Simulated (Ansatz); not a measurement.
**BH6NOSi: basis-set convergence**

How large a basis does BH6NOSi need? Two functionals and correlated methods are run in growing sets.

Computed with Ansatz 0.2.0, Gaussian basis. Level: one geometry, several basis sets.

Levels to be run: PBE0-D4/def2-SVP; ωB97M-V/def2-SVP; PBE0-D4/def2-QZVPP; ωB97M-V/def2-QZVPP; CCSD(T)/cc-pV(D+d)Z; CCSD(T)/cc-pV(T+d)Z; CCSD(T)/cc-pV(Q+d)Z; the functionals' def2-TZVPP values are taken from earlier runs.

**1. The geometry**

All runs share one geometry, relaxed beforehand with PBE0-D4 in a triple-zeta def2 set.

SMILES `NBO[SiH3]`, 10 atoms, charge 0, spin multiplicity 1.

Atoms are counted from 1 here; the program's logs count them from 0.

Bond lengths: N1–B2 1.395 Å, N1–H5 1.003 Å, N1–H6 1.006 Å, B2–O3 1.370 Å, B2–H7 1.202 Å, O3–Si4 1.641 Å, Si4–H8 1.485 Å, Si4–H9 1.485 Å, Si4–H10 1.487 Å. Angles: B2–N1–H5 122.6°, B2–N1–H6 122.7°, H5–N1–H6 114.7°, N1–B2–O3 119.4°, N1–B2–H7 119.7°, O3–B2–H7 120.9°, B2–O3–Si4 132.6°, O3–Si4–H8 108.9°, O3–Si4–H9 108.9°, O3–Si4–H10 110.8°, H8–Si4–H9 109.1°, H8–Si4–H10 109.6°, H9–Si4–H10 109.6°.

**2. PBE0-D4 in def2-SVP**

Input file in.yaml:

```yaml
crystal:
  periodic: [false, false, false]
  atoms:
    - {symbol: N, position_ang: [-1.386144, 1.603828, -0.346526]}
    - {symbol: B, position_ang: [-0.205027, 0.862614, -0.300643]}
    - {symbol: O, position_ang: [-0.228749, -0.407736, 0.212655]}
    - {symbol: Si, position_ang: [0.936265, -1.545140, 0.418542]}
    - {symbol: H, position_ang: [-1.425027, 2.537325, -0.711958]}
    - {symbol: H, position_ang: [-2.265752, 1.244429, -0.015855]}
    - {symbol: H, position_ang: [0.817399, 1.344154, -0.710596]}
    - {symbol: H, position_ang: [1.027099, -1.884184, 1.860988]}
    - {symbol: H, position_ang: [0.560378, -2.761924, -0.344408]}
    - {symbol: H, position_ang: [2.252558, -1.044566, -0.059301]}
basis:
  gaussian: {orbitals: def2-SVP}
hamiltonian: {xc: pbe0, dispersion: d4}
output: {orbitals: {seedname: orbitals}}
```

The run is started by

```bash
> ansatz run in.yaml --threads 2 --pin off --events-out ev --progress --plain --max-ram 22528MiB --backend cpu
```

The runs that follow: ωB97M-V in def2-SVP; PBE0-D4 in def2-QZVPP; ωB97M-V in def2-QZVPP; CCSD(T) in cc-pV(D+d)Z; CCSD(T) in cc-pV(T+d)Z; CCSD(T) in cc-pV(Q+d)Z.

Q: Predict the results of all the runs planned. Wanted: MP2 correlation recovered, cc-pV(D+d)Z; MP2 correlation recovered, cc-pV(T+d)Z; MP2 correlation recovered, cc-pV(Q+d)Z; CCSD(T) limit from def2 sets; PBE0-D4: double and triple zeta above quadruple; ωB97M-V: double and triple zeta above quadruple.

The runs gave:

| quantity | value |
| --- | --- |
| MP2 correlation recovered, cc-pV(D+d)Z | 70.9 % |
| MP2 correlation recovered, cc-pV(T+d)Z | 88.8 % |
| MP2 correlation recovered, cc-pV(Q+d)Z | 95.3 % |
| CCSD(T) limit from def2 sets (earlier runs) less the limit of this series | -7 meV |
| PBE0-D4: double and triple zeta above quadruple | 8.48, 0.54 eV |
| ωB97M-V: double and triple zeta above quadruple | 8.64, 0.50 eV |

For PBE0-D4 the step from double to triple zeta gains 7.94 eV and the next only 0.54 eV. Correlation climbs from 71 % (cc-pV(D+d)Z) to 95 % (cc-pV(Q+d)Z) of the limit; Hartree-Fock is 0.135 eV from its own by then. A limit from the def2 sets, made apart, differs by 7 meV, a least measure of the doubt on such a limit. These are total energies; as a rule much of such shifts cancels in differences, which this series doesn't test. The LUMO of ωB97M-V is positive and keeps falling with the basis (3.04 to 1.57 eV): an unbound level that the basis holds in place.
